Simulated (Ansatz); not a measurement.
# Be₂H₂ (singlet): the correlation ladder at scale of all distances = 1.284, cc-pVDZ

The task here is to estimate one member of a computed series from the others.

Program: Ansatz 0.2.0, Gaussian basis. Level of theory: cc-pVDZ, core rule «outside noble gas», up to 2 orbitals frozen. These are calculated values, not measurements.

To be run: UHF; CCSD(T) on RHF; BCCD(T) on RHF; CISD; CCSDT(Q) on RHF; CASSCF and MRCISD+Q, 2 electrons in 2 orbitals; CASSCF and NEVPT2, 2 electrons in 2 orbitals; CASSCF and MRCISD+Q, 6 electrons in 10 orbitals; CASSCF and MRCISD+Q(relaxed), 6 electrons in 10 orbitals; CASSCF and NEVPT2, 6 electrons in 10 orbitals; Full CI.

16 further runs of the same task are left out: 12 that didn't finish, 4 set aside as unsound or not needed.

## The system

The geometry derives from a PBE0/def2-TZVP stationary point (not a proven minimum). All distances are scaled together.

4 atoms, charge 0, spin multiplicity 1.

Atoms are counted from 1 here; the program's logs count them from 0.

No contacts short enough for the rule that draws bonds.

Set-up of the first run:

File in.yaml:

```yaml
crystal:
  periodic: [false, false, false]
  atoms:
    - {symbol: Be, position_ang: [0.000000, 0.000000, 1.351705]}
    - {symbol: Be, position_ang: [0.000000, 0.000000, -1.351705]}
    - {symbol: H, position_ang: [0.000000, 0.000000, 3.081918]}
    - {symbol: H, position_ang: [0.000000, 0.000000, -3.081918]}
basis:
  gaussian: {orbitals: cc-pVDZ}
magnetization: {spin_polarized: true, initial_magnetization: 0}
hamiltonian: {xc: hf}
output: {orbitals: {seedname: orbitals}}
```

Launch:

```sh
$ ansatz run in.yaml --threads 1 --pin off --events-out ev --progress --plain --max-ram 2393MiB
```

Steps of the session up to this table: UHF; CCSD(T) on RHF; BCCD(T) on RHF; CISD; CCSDT(Q) on RHF; CASSCF and MRCISD+Q, 2 electrons in 2 orbitals; CASSCF and NEVPT2, 2 electrons in 2 orbitals; CASSCF and MRCISD+Q, 6 electrons in 10 orbitals; CASSCF and MRCISD+Q(relaxed), 6 electrons in 10 orbitals; CASSCF and NEVPT2, 6 electrons in 10 orbitals; Full CI.

One table of the session follows, with a row left open; its other results are not shown here.

```
                   method  from FCI (meV)
                      RHF               ?
                     RMP2          +887.5
                     CISD          +247.9
                    RCCSD           +83.6
                 RCCSD(T)           +26.6
                  BCCD(T)           +26.1
                   RCCSDT            +3.8
                RCCSDT(Q)            +1.2
              CASSCF pair         +2509.9
              NEVPT2 pair          +817.6
              MRCISD pair          +175.7
            MRCISD+Q pair           -27.3
           CASSCF valence         +1026.8
           NEVPT2 valence          +335.5
           MRCISD valence           +36.6
         MRCISD+Q valence           +10.8
MRCISD+Q(relaxed) valence           -11.5
                      FCI               0
```

**Question.** Estimate the row for RHF.

**Answer.** from FCI (meV): +3038.1. In the column «from FCI (meV)» it is the highest.

Caveats from the session: MRCISD+Q pair, MRCISD+Q(relaxed) valence fall below full CI: the +Q correction isn't variational, and the cores differ from full CI's.
